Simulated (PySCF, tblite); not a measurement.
**C₅H₁₂O₂Si: geometry, infrared bands and NMR shifts**

Aim: predict the infrared bands and NMR shifts of C₅H₁₂O₂Si (`CC/C=C\CO[SiH2]O`).

Programs: tblite 0.8.0 and PySCF 2.14.0, with density-fitted response routines of our own. Each step states its level of theory. These are calculated values for one molecule in the gas phase, unless marked as measured. Atoms are numbered from 0 throughout.

## (1) The molecule as given

20 atoms, charge 0, multiplicity 1; geometry from: force field or distance geometry start.

Bonds of the start (Å): C0–C1 1.52, C1–C2 1.49, C2–C3 1.30, C3–C4 1.46, C4–O5 1.38, O5–Si6 1.72, Si6–O7 1.72, C0–H8 1.09, C0–H9 1.14, C0–H10 1.11, C1–H11 1.08, C1–H12 1.11, C2–H13 1.11, C3–H14 1.12, C4–H15 1.13, C4–H16 1.11, Si6–H17 1.49, Si6–H18 1.47, O7–H19 1.01.

## (2) Geometry optimisation with GFN2-xTB

Job settings and geometry (Å):

```
{"job": {"kind": "relax", "xc": "GFN2-xTB", "basis": "xTB"}, "charge": 0, "multiplicity": 1}
C     -2.704200     0.857000    -0.904000
C     -1.848000    -0.376400    -1.161400
C     -1.580300    -0.986800     0.171600
C     -0.423300    -1.171400     0.729300
C      0.900100    -0.845000     0.199000
O      1.589100     0.052600     0.996200
Si     3.136900     0.448800     0.362400
O      3.632300     2.052100     0.759100
H     -2.553200     1.299600     0.083300
H     -3.799700     0.556200    -0.947600
H     -2.512500     1.618000    -1.687700
H     -0.977500    -0.006700    -1.681000
H     -2.494300    -1.041400    -1.765300
H     -2.479600    -1.303600     0.733200
H     -0.434300    -1.639900     1.742700
H      1.490200    -1.791800     0.053600
H      0.779000    -0.340000    -0.779100
H      4.191400    -0.481000     0.856600
H      3.159000     0.386600    -1.102100
H      2.923800     2.723900     0.518700
```

Run with:

```
$ OMP_NUM_THREADS=1 python probes_run.py task.json out
```

This one command runs all jobs of the session in turn.

**Question.** This job is followed by: GFN2-xTB harmonic vibrations, gas phase; GIAO PBE0/pcSseg-1 NMR shielding, non-relativistic, gas phase. Predict these results of the whole session: strongest single infrared mode (GFN2-xTB); zero-point energy (GFN2-xTB); 13C shifts against TMS (PBE0/pcSseg-1); 1H shifts against TMS (PBE0/pcSseg-1, means over atoms taken as alike); 17O shifts against H2O (PBE0/pcSseg-1); 29Si shifts against TMS (PBE0/pcSseg-1).

**Answer**, as computed:

| quantity | value |
| --- | --- |
| strongest single infrared mode (GFN2-xTB) | 2220 cm⁻¹, 383 km/mol |
| zero-point energy (GFN2-xTB) | 99.9 kcal/mol |
| 13C shifts against TMS (PBE0/pcSseg-1) | 139.9, 137.9, 61.3, 26.4, 15.7 ppm |
| 1H shifts against TMS (PBE0/pcSseg-1, means over atoms taken as alike) | 5.88, 5.86, 4.98, 4.78, 1.90, 1.51, 1.00 ppm |
| 17O shifts against H2O (PBE0/pcSseg-1) | 35.8, 28.7 ppm |
| 29Si shifts against TMS (PBE0/pcSseg-1) | -29.7 ppm |

What this shows: The optimisation took 245 steps and gained 0.950 eV; among the close pairs (by a distance rule), Si6–O7 changed most, from 1.724 to 1.617 Å. All 54 modes are real, so the xTB geometry is a minimum. The strongest single mode, at 2220 cm⁻¹, moves mainly H18. GFN2-xTB is a fitted tight-binding method: band positions and strengths are rough. Its intensities can rank the bands wrongly. At PBE0/pcSseg-1: The largest span, 223 ppm, is at C2, where the paramagnetic term is -209 ppm.
